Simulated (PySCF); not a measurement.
# C5H9NSi: the cost of one run

Computed with PySCF 2.14.0 and routines of our own; the level stands in each step. Atoms count from 0.

## 1. The system as given

16 atoms, charge 0, multiplicity 1; geometry from: GFN2-xTB.

## 2. Open-shell or spin-flip excitations: collinear spin-flip TDA BHandHLYP/def2-SVP

The job: settings as JSON, then the geometry in Å.

```
{"job": {"kind": "uabs", "xc": "BHandHLYP", "basis": "def2-SVP", "nstates": 8, "spin_flip": true, "ref_mult": 3}, "charge": 0, "multiplicity": 1}
C     -1.970376     1.036031    -1.110355
C     -1.724133    -0.267067    -1.248597
C     -0.875798    -0.983794    -0.369111
C     -0.340166    -2.087202     0.077964
C      0.066659    -0.833463     0.808902
Si     1.790206    -0.097550     0.612037
N      1.594084     1.612019     0.474683
H     -2.625711     1.567169    -1.778769
H     -1.529161     1.600521    -0.305207
H     -2.180846    -0.838860    -2.048607
H     -0.224656    -3.142685     0.051059
H     -0.402751    -0.675735     1.781314
H      2.597766    -0.289070     1.818107
H      2.440409    -0.747369    -0.540127
H      2.420097     2.188147     0.499101
H      0.956779     1.967850    -0.220470
```

Level: collinear spin-flip TDA BHandHLYP/def2-SVP, vertical, gas phase, core orbitals frozen in the response.

The run is started by

```console
OMP_NUM_THREADS=1 python excited_run.py task.json out
```

This one command runs all jobs of the session in turn.

Q: Estimate the wall time and peak memory of this first job on 1 thread of Intel Xeon at 2.50GHz, shared host.

About 55 s, with a peak of 0.57 GiB.
